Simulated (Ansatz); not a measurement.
Run this with Ansatz 0.2.0 through its Python package and show what comes out.

Input file `al.xyz`:
```text
1
Lattice="0.0 2.024805 2.024805 2.024805 0.0 2.024805 2.024805 2.024805 0.0" Properties=species:S:1:pos:R:3 pbc="T T T"
Al    0.00000000    0.00000000    0.00000000
```

The script, `al.py`:
```python
'''One structure of Al under several functionals.'''

import warnings

import ansatz as az

warnings.simplefilter('ignore', az.DeckWarning)

system = az.Crystal.from_extxyz('al.xyz')

model = (
    system.calculation()
    .kpoints(14, 14, 14)  # sampling of the Brillouin zone
    .pseudopotentials('paw')
    .occupations('gaussian', width=0.1)
    .stress()  # GPa
)

rows = []
for value in ['pbesol', 'revpbe', 'r2scan', 'lda', 'rpbe']:
    rep = model.functional(value).run(threads=1, pin='off').report
    rows.append((value, rep['free_energy_ev'] / len(rep['lattice']['sites']), rep['n_iterations'], sum(rep['stress_gpa'][i][i] for i in range(3)) / 3, rep['n_kpoints']))

print('  functional   F/atom (eV)    iterations       P (GPa)      k-points')
for row in rows:
    print(f'{str(row[0]):>12s}  {row[1]:12.5f}  {row[2]:12d}  {row[3]:12.3f}  {row[4]:12d}')
```

```console
$ python al.py
  functional   F/atom (eV)    iterations       P (GPa)      k-points
      pbesol    -524.53892             6        -2.215           104
      revpbe    -539.61530             6         0.383           104
      r2scan    -540.39758             6        -3.816           104
         lda    -512.86083             6        -3.901           104
        rpbe    -540.43586             6         0.706           104
```

From lowest to highest: LDA (-3.9 GPa), r2SCAN (-3.8 GPa), PBEsol (-2.2 GPa), revPBE (0.4 GPa) and RPBE (0.7 GPa). At a fixed cell a lower pressure usually means a smaller equilibrium volume, so LDA prefers the smallest cell and RPBE the largest.

Notes:
- Pressure is positive in compression.
- Total energies of different functionals can't be compared; pressures, moments and gaps at this one structure can.
- Timing: 5.8 s on 1 thread of Arm Neoverse V1 (shared host), peak memory 0.37 GiB.
